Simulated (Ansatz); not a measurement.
# YbMn2Sb2 (P-3m1): equation of state

One table from this session's results is given with a row withheld; the runs are named, their logs left out.

Program: Ansatz 0.2.0. Level of theory: DFT PBE+U (U_eff = 6 eV on Yb 4f), scalar-relativistic, plane waves, PAW. These are calculated values, not measurements.

**The structure to begin with**

Symmetry: P-3m1, No. 164, trigonal system. The conventional cell has a = 4.444 Å, b = 4.444 Å, c = 7.602 Å, α = 90.00°, β = 90.00°, γ = 120.00°. Around Yb (site symmetry -3m) lie 6 Sb at 3.21 Å. Around Mn (site symmetry 3m) lie 4 Sb at 2.74 to 2.77 Å and 3 Mn at 3.14 Å. Sb (site symmetry 3m) has 4 Mn at 2.74 to 2.77 Å as nearest neighbours.

Coordinates:

```
CELL_PARAMETERS angstrom
4.44417 0.00000 0.00000
-2.22209 3.84876 0.00000
0.00000 0.00000 7.60239
ATOMIC_POSITIONS crystal
Yb 0.00000 0.00000 0.00000
Mn 0.33333 0.66667 0.61853
Mn 0.66667 0.33333 0.38147
Sb 0.33333 0.66667 0.25421
Sb 0.66667 0.33333 0.74579
```

An earlier run at PBE+U (U_eff = 6 eV on Yb 4f) left this cell at 26.007 Å³/atom and 0.03 GPa (10×10×6 mesh).

Volume factors to run: 0.980, 1.020, 0.960, 1.040.

Set-up of the first run:

The input, input.yaml:

```yaml
crystal:
  lattice:
    - [4.4143434059, 0.0, 0.0]
    - [-2.207171703, 3.8229335306, 0.0]
    - [0.0, 0.0, 7.551364987]
  atoms:
    - { symbol: Yb, position: [0.0, 0.0, 0.0] }
    - { symbol: Mn, position: [0.3333333333, 0.6666666667, 0.6185262739], spin: 4.36 }
    - { symbol: Mn, position: [0.6666666667, 0.3333333333, 0.3814737261], spin: 4.36 }
    - { symbol: Sb, position: [0.3333333333, 0.6666666667, 0.2542096085] }
    - { symbol: Sb, position: [0.6666666667, 0.3333333333, 0.7457903915] }
basis:
  ecutwfc: 420
  ecutrho_ratio: 4
kpoints:
  mp_grid: { grid: [10, 10, 6] }
hamiltonian:
  xc: pbe
  hubbard:
    sites:
      - { species: Yb, l: f, u_eff: 6.0, starting_ns: start.occupation_matrices }
    ns_hold: { iters: 6 }
scf:
  occupations: { method: gaussian, width: 0.05 }
  lower_state_search: "off"
output:
  forces: true
  stress: true
  eigenvalues: true
  populations: true
magnetization:
  spin_polarized: true
relax:
  f_tol: 0.01
  max_steps: 40
  cell: { stress_tol: 0.1, fix: [volume] }
```

start.occupation_matrices holds the open shells' occupation matrices from the neighbouring geometry.

Command:

```bash
ansatz run input.yaml --threads 4 --pin off --max-ram 10240MiB --backend cpu --events-out ev --progress --plain --runs-dir out
```

Steps of the session up to this table: Volume × 0.980; At 1.020 of the relaxed volume; Volume × 0.960; At 1.040 of the relaxed volume.

One table of the session follows, with a row left open; its other results are not shown here.

It belongs to the step «The fit». 

```
volume (Å³/atom)  energy (meV/atom)  pressure (GPa)  moment of atom 2 (μB)
          24.967               5.30            0.57                   3.63
          25.487               1.49            0.80                   3.91
          26.007               0.00            0.03                   3.97
          26.527                  ?               ?                      ?
          27.047               4.49           -1.36                   4.06
```

**Question.** Estimate the row for volume (Å³/atom) = 26.527.

Worked estimate for «energy (meV/atom)». A straight line through the neighbours (26.007, 0.00) and (27.047, 4.49) gives 0.00 + (4.49 − 0.00) × (26.527 − 26.007) / (27.047 − 26.007) = 2.25; a parabola fitted to 3 rows on both sides gives 1.00.

**Answer.** energy (meV/atom): 1.08; pressure (GPa): -0.70; moment of atom 2 (μB): 4.01. In «energy (meV/atom)» the line misses by +1.17 and the parabola by -0.08.

Limits of these values: Warnings in the runs' records: filled band counts differ across k points, stability check not made.
